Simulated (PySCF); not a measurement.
# One shape, several levels: C3H6AlS− (SMILES C#[C][AlH2-][S]C)

Aim: a comparison of 6 runs (HF/STO-3G, HF/def2-SVP, PBE/pcseg-1, PBE0/def2-SVP, B3LYP/def2-TZVP, MP2/6-31G**) of C3H6AlS−. The job is set up through a Python script.

The calculation is run with PySCF 2.14.0.

1 further run of the same task is left out (set aside as unsound or not needed).

## 1. The structure to begin with

C3H6AlS−: 11 atoms, total charge -1, spin state singlet. As SMILES, `C#[C][AlH2-][S]C`. The shape comes from GFN2-xTB, which is rough for such elements, and wasn't checked as a minimum. This is one conformer, not always the lowest.

Bond lengths: C1–C2 1.211 Å, C2–Al3 2.005 Å, Al3–S4 2.293 Å, S4–C5 1.819 Å, C1–H6 1.060 Å, Al3–H7 1.603 Å, Al3–H8 1.583 Å, C5–H9 1.088 Å, C5–H10 1.088 Å, C5–H11 1.092 Å. Some angles: C1–C2–Al3 178.0°, C2–Al3–S4 104.9°, Al3–S4–C5 91.4°, C2–C1–H6 179.6°, C2–Al3–H7 110.4°, C2–Al3–H8 116.5°, S4–Al3–H7 103.4°, S4–Al3–H8 106.2°, S4–C5–H9 109.3°, S4–C5–H10 108.8°.

## 2. Energy and forces at HF/STO-3G (run 1)

Contents of job.py:

```python
import pyscf.grad
from pyscf import gto

molecule = gto.M(
    atom='''
C   -0.681720   2.092470   1.498370
C   -0.611310   0.903160   1.279730
Al  -0.429470  -1.064310   0.938770
S   -0.725770  -1.301430  -1.322820
C    0.693090  -0.216620  -1.666900
H   -0.749890   3.132530   1.691690
H    1.086440  -1.533030   1.166460
H   -1.503770  -2.003550   1.625050
H    0.336080   0.714890  -2.101510
H    1.356310  -0.717670  -2.369670
H    1.230020  -0.006420  -0.739180
''',
    verbose=3,
    charge=-1,
    basis='sto-3g',
    max_memory=1860,
)

mf = molecule.RHF()
mf.conv_tol = 1e-10
mf.kernel()
if not mf.converged:
    mf = mf.newton().run(mf.mo_coeff, mf.mo_occ)

e_tot = mf.e_tot
print('E(%s) = %.9f' % ('HF', e_tot))
grad = mf.Gradients().kernel()
mf.analyze()
```

Launch:

```
OMP_NUM_THREADS=1 python job.py
```

Log:

```text
converged SCF energy = -747.756839539458
[... 13 lines left out ...]
MO #4   energy= -10.7245311446036  occ= 2
[... 6 lines left out ...]
MO #11  energy= -2.71501608867542  occ= 2
[... 6 lines left out ...]
MO #18  energy= -0.366371652404465 occ= 2
[... 6 lines left out ...]
MO #25  energy= -0.102703249544301 occ= 2
[... 6 lines left out ...]
MO #32  energy= 0.764310991819581  occ= 0
[... 6 lines left out ...]
MO #39  energy= 1.63756410968869   occ= 0
[... 13 lines left out ...]
WARN: System has nonzero charge -1; the dipole moment is origin-dependent.
Location of origin: [0. 0. 0.]

Dipole moment(X, Y, Z, Debye):  2.17560,  2.94361, -1.13131
```

Run time: 6.6 s. Hardware: 1 thread of Intel Xeon at 2.50GHz (Skylake/Cascade Lake), shared host; peak memory 0.12 GiB.

## 3. Energy and forces at HF/def2-SVP (run 2)

Contents of input.py:

```python
# C#[C][AlH2-][S]C
import pyscf.grad
from pyscf import gto

system = gto.M(
    atom='''
C     -1.288264     3.954195     2.831509
C     -1.155208     1.706725     2.418339
Al    -0.811581    -2.011254     1.774018
S     -1.371507    -2.459346    -2.499768
C      1.309750    -0.409352    -3.149984
H     -1.417087     5.919624     3.196831
H      2.053074    -2.897007     2.204290
H     -2.841713    -3.786161     3.070899
H      0.635099     1.350946    -3.971278
H      2.563054    -1.356200    -4.478027
H      2.324401    -0.012132    -1.396848
''',
    verbose=4,
    unit='bohr',
    max_memory=1860,
    charge=-1,
    basis='def2-svp',
)

mf = system.RHF()
mf.conv_tol = 1e-10
mf.kernel()
if not mf.converged:
    mf = mf.newton().run(mf.mo_coeff, mf.mo_occ)

e_tot = mf.e_tot
print('E = %.10f Eh' % e_tot)
grad = mf.Gradients().kernel()
dip = mf.dip_moment()
pop, q = mf.mulliken_pop()
```

Launch:

```
OMP_NUM_THREADS=1 python input.py
```

Log:

```text
PySCF version 2.14.0

[... 71 lines left out ...]
converged SCF energy = -756.269053120144
[... 13 lines left out ...]
WARN: System has nonzero charge -1; the dipole moment is origin-dependent.
[... 2 lines left out ...]
Dipole moment(X, Y, Z, Debye):  2.80835,  4.68722, -1.57922
[... 120 lines left out ...]
charge of   10H =      0.04671
```

Run time: 23 s. Hardware: 1 thread of Intel Xeon at 2.50GHz (Skylake/Cascade Lake), shared host; peak memory 0.25 GiB.

Runs 3 to 5 aren't shown in full; the table further down has their settings and results.

## 4. Energy and gradient at MP2/6-31G(d,p) (spherical functions) (run 6)

Contents of geometry.xyz:

```xyz
11
C3H6AlS
C     -0.681720     2.092470     1.498370
C     -0.611310     0.903160     1.279730
Al    -0.429470    -1.064310     0.938770
S     -0.725770    -1.301430    -1.322820
C      0.693090    -0.216620    -1.666900
H     -0.749890     3.132530     1.691690
H      1.086440    -1.533030     1.166460
H     -1.503770    -2.003550     1.625050
H      0.336080     0.714890    -2.101510
H      1.356310    -0.717670    -2.369670
H      1.230020    -0.006420    -0.739180
```

Contents of run.py:

```python
import pyscf.grad
from pyscf import gto, scf, mp

mol = gto.Mole()
mol.atom = 'geometry.xyz'
mol.verbose = 4
mol.basis = '6-31g**'
mol.charge = -1
mol.max_memory = 1860
mol.build()

mf = scf.RHF(mol)
mf.conv_tol = 1e-10
mf.kernel()
if not mf.converged:
    mf = mf.newton().run(mf.mo_coeff, mf.mo_occ)

pt = mp.MP2(mf, frozen=13).run()
etot = pt.e_tot
print(f'total energy: {etot:.8f} hartree')
grad = pt.Gradients().kernel()
mf.analyze()
```

Launch:

```
OMP_NUM_THREADS=1 python run.py
```

Log:

```text
PySCF version 2.14.0

[... 105 lines left out ...]
MO #8   energy= -6.41123474483425  occ= 2
[... 19 lines left out ...]
MO #28  energy= 0.282304873478294  occ= 0
[... 19 lines left out ...]
MO #48  energy= 0.843833066175994  occ= 0
[... 19 lines left out ...]
MO #68  energy= 1.43803151312581   occ= 0
[... 19 lines left out ...]
MO #88  energy= 2.56917906081198   occ= 0
[... 19 lines left out ...]
MO #108 energy= 4.45212398401831   occ= 0
[... 123 lines left out ...]
WARN: System has nonzero charge -1; the dipole moment is origin-dependent.
Location of origin: [0. 0. 0.]

Dipole moment(X, Y, Z, Debye):  2.98504,  4.83453, -1.19905
```

It took 90 s on 1 thread of Intel Xeon at 2.50GHz (Skylake/Cascade Lake), shared host; peak memory 0.89 GiB.

## 5. All runs side by side

| run | level | integration grid | frozen core orbitals | energy (Eh) | HOMO energy (eV) | LUMO energy (eV) | HOMO–LUMO gap (eV) | wall time |
| --- | --- | --- | --- | --- | --- | --- | --- | --- |
| 1 | HF/STO-3G | – | – | -747.756840 | -0.13 | 16.27 | 16.40 | 6.6 s |
| 2 | HF/def2-SVP | – | – | -756.269053 | -4.23 | 8.13 | 12.36 | 23 s |
| 3 | PBE/pcseg-1 | 5 | – | -758.055296 | -0.52 | 3.70 | 4.21 | 2.2 min |
| 4 | PBE0/def2-SVP | 5 | – | -757.878445 | -1.41 | 4.91 | 6.33 | 1.9 min |
| 5 | B3LYP/def2-TZVP | 5 | – | -758.692952 | -1.45 | 4.31 | 5.76 | 9.2 min |
| 6 | MP2/6-31G** (spherical functions) | – | 13 | -757.123093 | -4.24 | 7.68 | 11.92 | 90 s |

## 6. Summary of results

```
                                                    quantity          value
                                         run 6: total energy  -757.12309 Eh
                  run 6: HOMO energy (Hartree–Fock orbitals)       -4.24 eV
                  run 6: LUMO energy (Hartree–Fock orbitals)        7.68 eV
run 6: HOMO–LUMO gap (to an unbound level, set by the basis)       11.92 eV
         run 6: correlation energy (13 core orbitals frozen)     -593.7 mEh
                             run 6: largest force on an atom     2.861 eV/Å
```

In words: Over runs 1, 2, 3, 4, 5 the HOMO–LUMO gap runs from 4.21 eV (PBE/pcseg-1) to 16.40 eV (HF/STO-3G). The two ends differ in method and basis. The empty levels of an anion lie above zero and hang on the basis. Totals of different functionals can't be ranked against each other. In run 1 the basis is minimal, so the values are rough. All runs together took 15 min, the longest 9.2 min.
